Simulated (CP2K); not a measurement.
Crystal: NiMoIrPdW.

```xyz
5
Lattice="4.1467 0.0000 0.0000 -2.0734 3.5911 0.0000 0.0000 0.0000 5.4163" Properties=species:S:1:pos:R:3 pbc="T T T"
Ni    0.0000    0.0000    0.1203
Mo    2.0734    1.1970    2.4913
Pd    0.0000    2.3941    4.0406
Ir    0.0000    2.3941    1.3888
W     2.0734    1.1970    5.4155
```

The cell was built by a generator and needn't be a form met in nature.

Base run:

| Quantity | Value |
| --- | --- |
| Program | CP2K 2026.2 |
| Functional | LDA |
| Potentials or basis | GTH_POTENTIALS Ni GTH-PBE-q18, Pd GTH-PBE-q18, Ir GTH-PBE-q17, W GTH-PBE-q14; POTENTIAL_UZH Mo GTH-PBE-q14; TZVP-MOLOPT-SR-GTH, TZVP-MOLOPT-PBE-GTH basis |
| Density cutoff | 13606 eV |
| k mesh | 7 × 7 × 5 |
| Occupations | fermi-dirac, width 0.05 eV |
| Spin | collinear spin, ferromagnetic start |
| Starting moments | [1.0, 1.0, 0.0, 0.6, 0.0] μB |

Its results: pressure -11.9 GPa; largest force 0.298 eV/Å.

The run is repeated on the same cell with these changes: functional from LDA to PBEsol. What comes out?

Pressure -7.7 GPa; largest force 0.304 eV/Å.

PBEsol binds less tightly than LDA, so the same cell stands under more pressure.

Caveats: the potentials were made for another functional, which shifts forces and pressure; the basis of atomic orbitals isn't converged, which shifts pressures, moduli and gaps; the total moment is fixed, so each spin has its own Fermi level.
